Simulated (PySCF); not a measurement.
# C3H6O2Si: electronic excitations and core binding energies

What electronic excitations and core binding energies should C3H6O2Si (`O[SiH](O)C1=CC1`) show?

Programs: PySCF 2.14.0, with density-fitted response routines of our own. Each step states its level of theory. These are calculated values for one molecule in the gas phase, unless marked as measured. Atoms count from 0, in the outputs and in this text.

**1. The molecule as given**

12 atoms, charge 0, multiplicity 1; geometry from: GFN2-xTB.

Bonds of the start (Å): O0–Si1 1.63, Si1–O2 1.62, Si1–C3 1.86, C3–C4 1.31, C4–C5 1.49, C5–C3 1.52, O0–H6 0.95, Si1–H7 1.46, O2–H8 0.95, C4–H9 1.06, C5–H10 1.08, C5–H11 1.08.

**2. TDDFT and polarisability: wB97X-D/def2-SVPD**

Job settings and geometry (Å):

```
{"job": {"kind": "uv", "xc": "wB97X-D", "basis": "def2-SVPD", "nstates": 8, "ntriplets": 3}, "charge": 0, "multiplicity": 1}
O     -1.949929     1.373368    -0.169323
Si    -1.263174    -0.040232     0.278138
O     -1.961950    -1.184338    -0.627261
C      0.578402     0.048463     0.002374
C      1.690494     0.695632    -0.226236
C      1.859181    -0.764772    -0.010222
H     -1.651490     2.198827     0.197709
H     -1.566762    -0.405046     1.653877
H     -2.277361    -0.980059    -1.503729
H      2.208733     1.600568    -0.432358
H      2.066619    -1.417155    -0.851373
H      2.268436    -1.125942     0.927156
```

Method: TDDFT wB97X-D/def2-SVPD, vertical, gas phase, core orbitals frozen in the response.

Started as:

```
$ OMP_NUM_THREADS=1 python probes_run.py task.json out
```

This one command runs all jobs of the session in turn.

**Question.** This job is followed by: delta-SCF UKS SCAN, pcX-2 on the ionised atom, pcseg-1 elsewhere, spin-free X2C. What will the session give for the following? lowest singlet (wB97X-D/def2-SVPD); brightest single state of those computed; lowest triplet; C1s binding energies, SCAN/pcX-2; O1s binding energies, SCAN/pcX-2; Si1s binding energies, SCAN/pcX-2; Si2p binding energies, SCAN/pcX-2.

As calculated:

| quantity | value |
| --- | --- |
| lowest singlet (wB97X-D/def2-SVPD) | 5.63 eV (220 nm), f = 0.000 |
| brightest single state of those computed | state 2, 5.92 eV, f = 0.143 |
| lowest triplet | 3.83 eV |
| C1s binding energies, SCAN/pcX-2 | C5 290.74, C4 290.69, C3 290.25 eV |
| O1s binding energies, SCAN/pcX-2 | O0 538.64 eV |
| Si1s binding energies, SCAN/pcX-2 | Si1 1847.72 eV |
| Si2p binding energies, SCAN/pcX-2 | Si1 107.81 eV |

The lowest singlet, at 5.63 eV, is HOMO−1→LUMO 0.91 and is dark; of the 8 states computed, the strongest absorption comes from state 2 at 5.92 eV. The lowest triplet lies 1.80 eV below the lowest singlet (triplets in Tamm-Dancoff, singlets in full TDDFT). The C1s levels kept as sound span 0.49 eV, from C3 (fully substituted alkene carbon) up to C5 (three-membered-ring carbon).
